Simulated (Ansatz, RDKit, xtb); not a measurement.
# Si2N2H7Br: which of the isomers drawn lies lowest?

A sample of isomers of Si2N2H7Br is drawn. Aim: find which of them has the lowest free energy at 298.15 K, then its properties. The sample is small against all isomers, and the most stable one of this formula need not be in it.

Plan: many cheap relaxations first (GFN2-xTB), then density-functional screening, relaxation at PBE0-D3(BJ)/def2-SVP, vibrations (at GFN2-xTB) and a final energy. The numbers are computed, not measured.

## Step 1: Possible bonding patterns

Isomers were taken from a list of plausible structures; this is a sample, not all of them. That gives 3 candidates.

```csv
label,SMILES,spin
c094,N[Si@@H](Br)N[SiH3],singlet
c349,N[SiH2]N[SiH2]Br,singlet
c698,NN([SiH3])[SiH2]Br,singlet
```

Candidates are built by distance geometry, with a force field where one applies, in up to four conformers (letters a to d).

Q: Predict the outcome of this search (final energies at CCSD(T)/def2-SVP + MP2/def2-TZVPP - MP2/def2-SVP).

| quantity | value |
| --- | --- |
| lowest structure found | N[Si@@H](Br)N[SiH3], singlet |
| next finalist | N[SiH2]N[SiH2]Br, singlet, 2.1 kcal/mol higher in G |
| share at equilibrium, among the finalists | 97.1 % |

The search ends on `N[Si@@H](Br)N[SiH3]`. The margin, 2.1 kcal/mol, is modest. HF/STO-3G, r2SCAN-D4/def2-SVP, PBE0-D3(BJ)/def2-SVP, HF/def2-SVP and MP2/def2-SVP already put its bonding pattern lowest among the structures in one piece; GFN2-xTB favours the singlet N[SiH2]N[SiH2]Br (c349d, not a finalist). 4 minima inside the window were never screened. Lowest found is not proven lowest: the search is finite, and each finalist counts with one conformer. Only 3 drawn patterns were tried, so whole families of isomers are missing, and the result ranks this sample alone. The lowest isomer need not be the one that is made and kept in a bottle, which depends on barriers.
